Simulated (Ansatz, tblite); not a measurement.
# Si(OMe)Me3 (C₄H₁₂OSi): charged states by level of theory

What does removing an electron cost or gain for Si(OMe)Me3 (C₄H₁₂OSi)? Each charged state is run at several levels.

Method: as each input shows; program: Ansatz 0.2.0, Gaussian basis.

Plan: charge +1 doublet, at the geometry of the singlet (PBE0-D4/def2-TZVP, PBE-D4/def2-TZVP, r2SCAN0-D4/def2-TZVP, CCSD(T)/def2-SVP); the starting singlet's energies come from earlier runs.

2 further runs of the same task are left out: 2 set aside as unsound or not needed.

### Step 1. The relaxed structure

The singlet was relaxed beforehand with r2SCAN-D4/def2-SVP.

18 atoms, charge 0, spin multiplicity 1.

Atoms are counted from 1 here; the program's logs count them from 0.

Bond lengths: Si1–O2 1.680 Å, Si1–C7 1.879 Å, Si1–C11 1.879 Å, Si1–C15 1.867 Å, O2–C3 1.404 Å, C3–H4 1.108 Å, C3–H5 1.102 Å, C3–H6 1.108 Å, C7–H8 1.102 Å, C7–H9 1.103 Å, C7–H10 1.103 Å, C11–H12 1.102 Å, C11–H13 1.103 Å, C11–H14 1.103 Å, C15–H16 1.102 Å, C15–H17 1.102 Å, C15–H18 1.102 Å. Angles: O2–Si1–C7 109.8°, O2–Si1–C11 109.9°, O2–Si1–C15 104.9°, C7–Si1–C11 109.9°, C7–Si1–C15 111.2°, C11–Si1–C15 111.1°, Si1–O2–C3 124.2°, O2–C3–H4 112.3°, O2–C3–H5 108.9°, O2–C3–H6 112.4°, H4–C3–H5 107.6°, H4–C3–H6 107.7°, H5–C3–H6 107.6°, Si1–C7–H8 111.1°, Si1–C7–H9 112.0°, Si1–C7–H10 111.0°, H8–C7–H9 107.7°, H8–C7–H10 107.7° and more.

### Step 2. Charge +1 doublet at the fixed geometry, PBE0-D4/def2-TZVP

Contents of in.yaml:

```yaml
crystal:
  periodic: [false, false, false]
  atoms:
    - {symbol: Si, position_ang: [-0.150967, -0.262285, -0.218134]}
    - {symbol: O, position_ang: [-0.128999, -0.208713, 1.461303]}
    - {symbol: C, position_ang: [0.463086, 0.820284, 2.210106]}
    - {symbol: H, position_ang: [1.550296, 0.910214, 2.016275]}
    - {symbol: H, position_ang: [0.331868, 0.602791, 3.282533]}
    - {symbol: H, position_ang: [0.001585, 1.807309, 2.008784]}
    - {symbol: C, position_ang: [1.607974, -0.286579, -0.878360]}
    - {symbol: H, position_ang: [2.177614, -1.131496, -0.457510]}
    - {symbol: H, position_ang: [2.153550, 0.640399, -0.635608]}
    - {symbol: H, position_ang: [1.616543, -0.390986, -1.976328]}
    - {symbol: C, position_ang: [-1.065622, 1.233828, -0.892954]}
    - {symbol: H, position_ang: [-2.088358, 1.290325, -0.485215]}
    - {symbol: H, position_ang: [-1.145585, 1.185523, -1.991952]}
    - {symbol: H, position_ang: [-0.552812, 2.178052, -0.645355]}
    - {symbol: C, position_ang: [-1.049235, -1.844857, -0.635751]}
    - {symbol: H, position_ang: [-2.068657, -1.839314, -0.217568]}
    - {symbol: H, position_ang: [-0.521661, -2.717608, -0.218516]}
    - {symbol: H, position_ang: [-1.130621, -1.986887, -1.725762]}
basis:
  gaussian: {orbitals: def2-TZVP}
total_charge: 1
magnetization: {spin_polarized: true, initial_magnetization: 1}
hamiltonian: {xc: pbe0, dispersion: d4}
scf: {omitted_lower_state_checks: [starts]}
output: {orbitals: {seedname: orbitals}}
```

Started as:

```
ansatz run in.yaml --threads 2 --pin off --events-out ev --progress --plain --max-ram 32768MiB --backend cpu
```

Standard output:

```text
Functional definition: PBE0
  name "PBE0"
  cite "Adamo & Barone, J. Chem. Phys. 110, 6158 (1999) doi:10.1063/1.478522"
  cite "Perdew, Burke & Ernzerhof, Phys. Rev. Lett. 77, 3865 (1996) doi:10.1103/PhysRevLett.77.3865"
  parent pbe
  parameter a = 0.25
  parameter kappa = 0.804
  parameter beta = 0.06672455060314922
  exchange = (1 - a)*pbe_x(kappa = kappa, mu = beta*pi^2/3) + a*exact_x
  correlation = pbe_c(beta = beta)
these checks for a lower state are left out or cut short: starts
1667 factors; their error is unknown
mean field evaluation 1: about -14233.4686 eV, gradient 6.7e1 eV
mean field evaluation 2: about -14229.9702 eV, gradient 6.9e1 eV
mean field evaluation 4: about -14252.6795 eV, gradient 8.3e0 eV
mean field evaluation 8: about -14252.9392 eV, gradient 2.6e-1 eV
mean field evaluation 16: about -14252.9575 eV, gradient 3.1e-3 eV
mean field -14252.95753807 eV, -523.7865285225 hartree, gradient 1.8e-5 eV, S^2 0.757952; 0 other end points of the search recorded, 0 dependent functions left out
reference -14252.95757380 eV, -523.7865298356 hartree; 29, 28 occupied and 235, 236 virtual orbitals, 1667 factors
Total energy: -14253.25618950 eV, -523.7975037601 hartree
Checks for a lower state left out: starts
```

Wall time 15 s (2 threads of AMD EPYC 7R13, shared host); peak memory 1.1 GiB.

From the report: HOMO -13.25 eV, LUMO -11.34 eV (over both spins); ⟨S²⟩ 0.758 (pure: 0.75).

### Step 3. Charge +1 doublet at the fixed geometry, PBE-D4/def2-TZVP

start.molden holds the orbitals of an earlier run on this state, given as this run's starting guess.

Edit in.yaml of step 2 so:

```diff
@@ -22,6 +22,6 @@
 basis:
-  gaussian: {orbitals: def2-TZVP}
+  gaussian: {orbitals: def2-TZVP, initial_orbitals: start.molden}
 total_charge: 1
 magnetization: {spin_polarized: true, initial_magnetization: 1}
-hamiltonian: {xc: pbe0, dispersion: d4}
+hamiltonian: {xc: pbe, dispersion: d4}
 scf: {omitted_lower_state_checks: [starts]}
```

The command is unchanged.

Standard output:

```text
Functional definition: PBE
  name "PBE"
  cite "Perdew, Burke & Ernzerhof, Phys. Rev. Lett. 77, 3865 (1996) doi:10.1103/PhysRevLett.77.3865"
  parent pbe
  parameter kappa = 0.804
  parameter beta = 0.06672455060314922
  exchange = pbe_x(kappa = kappa, mu = beta*pi^2/3)
  correlation = pbe_c(beta = beta)
these checks for a lower state are left out or cut short: starts
1651 factors; their error is unknown
mean field evaluation 1: about -14251.5390 eV, gradient 7.9e0 eV
mean field evaluation 2: about -14251.6875 eV, gradient 2.0e-1 eV
mean field evaluation 4: about -14251.6367 eV, gradient 5.9e-3 eV
mean field evaluation 8: about -14251.6367 eV, gradient 6.1e-5 eV
mean field -14251.63672301 eV, -523.7379894644 hartree, gradient 5.5e-6 eV, S^2 0.752534; 0 other end points of the search recorded, 0 dependent functions left out
reference -14251.63677030 eV, -523.7379912022 hartree; 29, 28 occupied and 235, 236 virtual orbitals, 1651 factors
Total energy: -14251.98629607 eV, -523.7508360373 hartree
Checks for a lower state left out: starts
```

Run time: 8.5 s. Hardware: 2 threads of AMD EPYC 7R13, shared host.

From the report: HOMO -12.03 eV, LUMO -11.93 eV (over both spins); ⟨S²⟩ 0.753 (pure: 0.75).

### Step 4. Charge +1 doublet at the fixed geometry, r2SCAN0-D4/def2-TZVP

Edit in.yaml of step 3 so:

```diff
@@ -25,3 +25,3 @@
 magnetization: {spin_polarized: true, initial_magnetization: 1}
-hamiltonian: {xc: pbe, dispersion: d4}
+hamiltonian: {xc: {name: r2SCAN0}, dispersion: d4}
 scf: {omitted_lower_state_checks: [starts]}
```

The command is unchanged.

Standard output, cut to the lines that bear on the results:

```text
Functional definition: r2SCAN0
  name "r2SCAN0"
  cite "Bursch, Neugebauer, Ehlert & Grimme, J. Chem. Phys. 156, 134105 (2022) doi:10.1063/5.0086040"
  cite "Furness, Kaplan, Ning, Perdew & Sun, J. Phys. Chem. Lett. 11, 8208 (2020) doi:10.1021/acs.jpclett.0c02405"
  cite "Furness, Kaplan, Ning, Perdew & Sun, J. Phys. Chem. Lett. 11, 9248 (2020) doi:10.1021/acs.jpclett.0c03077"
  parent r2scan
[...]
1667 factors; their error is unknown
[...]
mean field -14258.66540033 eV, -523.9962885917 hartree, gradient 2.4e-5 eV, S^2 0.762392; 0 other end points of the search recorded, 0 dependent functions left out
reference -14258.66541376 eV, -523.9962890851 hartree; 29, 28 occupied and 235, 236 virtual orbitals, 1667 factors
Total energy: -14258.77382258 eV, -524.0002730358 hartree
Checks for a lower state left out: starts
```

Wall time 25 s (2 threads of AMD EPYC 7R13, shared host); peak memory 1.2 GiB.

HOMO -13.40 eV, LUMO -11.29 eV (over both spins); ⟨S²⟩ 0.762 (pure: 0.75).

### Step 5. Charge +1 doublet at the fixed geometry, CCSD(T)/def2-SVP

Edit in.yaml of step 4 so:

```diff
@@ -22,7 +22,7 @@
 basis:
-  gaussian: {orbitals: def2-TZVP, initial_orbitals: start.molden}
+  gaussian: {orbitals: def2-SVP, initial_orbitals: start.molden}
 total_charge: 1
 magnetization: {spin_polarized: true, initial_magnetization: 1}
-hamiltonian: {xc: {name: r2SCAN0}, dispersion: d4}
-scf: {omitted_lower_state_checks: [starts]}
+correlation: {method: ccsd_t}
+scf: {omitted_lower_state_checks: [starts, cluster_reference]}
 output: {orbitals: {seedname: orbitals}}
```

Started as:

```
ansatz run in.yaml --threads 2 --pin off --events-out ev --progress --plain --max-ram 32768MiB --backend cuda --devices 0, --max-vram 18GiB
```

Standard output, cut to the lines that bear on the results:

```text
Functional definition: HF
  name "HF"
  cite "Fock, Z. Phys. 61, 126 (1930) doi:10.1007/BF01340294"
  parent pbe
[...]
1510 factors; integrals over basis functions are off by at most 1.2e-3 eV
[...]
mean field -14196.88338885 eV, -521.7258415471 hartree, gradient 6.1e-6 eV, S^2 0.763028; 0 other end points of the search recorded, 0 dependent functions left out
10 core orbitals not correlated: weight in the atoms' cores, before any rotation towards them, 1.000 or more for the frozen orbitals, at most 0.000 for the correlated occupied ones
reference -14196.88338885 eV, -521.7258415471 hartree; 19, 18 occupied and 119, 120 virtual orbitals, 1510 factors
second order -22.27900150 eV of doubles, -0.00000000 eV of singles
cycle   1  -23.87430630 eV  change    -1.6e0 eV  update   1.2e-1
[...]
cycle  16  -24.87082965 eV  change    1.9e-5 eV  update   1.2e-5
perturbative correction -0.75399931 eV, -0.0277089634 hartree
Total energy: -14222.50821780 eV, -522.6675366419 hartree
Checks for a lower state left out: starts, cluster_reference
```

Run time: 11 s. Hardware: 1 × H100 (card shared with other runs) with 2 threads of AMD EPYC 7R13, shared host; peak host memory 0.8 GiB.

Hartree-Fock HOMO -16.35 eV, LUMO -6.43 eV (over both spins); ⟨S²⟩ 0.763 (pure: 0.75); T1 0.042.

### Step 6. Vertical ionisation energy

Charged state less starting state, singlet to doublet; the starting state's energies are those of its earlier runs.

| method | vertical ionisation energy (eV) | from CCSD(T)/def2-SVP (eV) | time |
| --- | --- | --- | --- |
| HF/def2-SVP | 9.03 | -0.68 |  |
| PBE-D4/def2-TZVP | 9.10 | -0.61 | 12 s |
| PBE0-D4/def2-TZVP | 9.50 | -0.21 | 25 s |
| r2SCAN0-D4/def2-TZVP | 9.58 | -0.13 | 33 s |
| MP2/def2-SVP | 10.25 | +0.54 |  |
| CCSD/def2-SVP | 9.77 | +0.06 |  |
| CCSD(T)/def2-SVP | 9.71 | 0 | 25 s |

Some runs used a GPU and others CPU threads alone, so the times don't compare the methods' cost.

Times add the two runs; a level without a time comes out of a correlated run.

Beside −ε(HOMO) of the starting state:

| level | −ε(HOMO) (eV) | by difference (eV) | mismatch (eV) |
| --- | --- | --- | --- |
| PBE-D4/def2-TZVP | 6.09 | 9.10 | -3.01 |
| PBE0-D4/def2-TZVP | 7.58 | 9.50 | -1.92 |
| r2SCAN0-D4/def2-TZVP | 7.81 | 9.58 | -1.77 |

### Step 7. Results

```
                                            quantity                                  value
vertical ionisation energy, functionals in def2-TZVP  9.10 (PBE-D4) to 9.58 eV (r2SCAN0-D4)
        vertical ionisation energy, CCSD(T)/def2-SVP                                9.71 eV
```

What this shows: The vertical ionisation energy spans 9.10 to 9.58 eV over the functionals, beside 9.71 eV from CCSD(T)/def2-SVP. −ε(HOMO) misses the level's own difference by -1.77 eV at best (r2SCAN0-D4) and -3.01 eV at worst (PBE-D4). The yardstick is in a double-zeta basis, so levels in larger sets aren't compared like for like. The reference is CCSD(T) in one finite basis, so it carries an error of its own, often a tenth of an eV or more, and near misses can't be ranked.
